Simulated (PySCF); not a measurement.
# C4H9Cl3SeSi (SiCl3(SeBu)): the cost of one run

Programs: PySCF 2.14.0, with routines of our own; each step states its level. All values are computed. Atoms count from 0.

## Step 1: The starting structure

18 atoms, charge 0, multiplicity 1; geometry from: GFN2-xTB.

## Step 2: Geometry optimisation at PBE0-D3(BJ)/def2-SVP

What the job is given:

```
{"job": {"xc": "PBE0", "basis": "def2-SVP", "d3": "d3bj", "grid": 1, "maxiter": 30, "shake": 0.01, "kind": "geom"}, "charge": 0, "multiplicity": 1}
C     -2.232430    -1.085310    -0.571640
C     -1.481590     0.048240     0.112340
C     -0.411310     0.625950    -0.798730
C      0.520550     1.652350    -0.096620
Se     1.490050     0.935100     1.457910
Si     2.731670    -0.664090     0.447520
Cl     1.703160    -2.373180     0.082790
Cl     4.277410    -1.109530     1.688460
Cl     3.454170    -0.004420    -1.309270
H     -1.590810    -1.882700    -0.827140
H     -3.038910    -1.447600     0.088390
H     -2.715070    -0.691870    -1.480120
H     -1.038520    -0.333220     1.010910
H     -2.174620     0.853820     0.421620
H      0.220310    -0.195250    -1.180640
H     -0.858070     1.138540    -1.638230
H      1.233750     2.072490    -0.777310
H     -0.117270     2.472640     0.324980
```

On the command line:

```
> OMP_NUM_THREADS=1 python heavy_run.py task.json out
```

One launch serves the whole session: the jobs run in the order shown.

**Question.** How long does this first job take on 1 thread of Arm Neoverse V2, shared host, and how much memory does it need?

About 3.1 min, with a peak of 1.3 GiB.
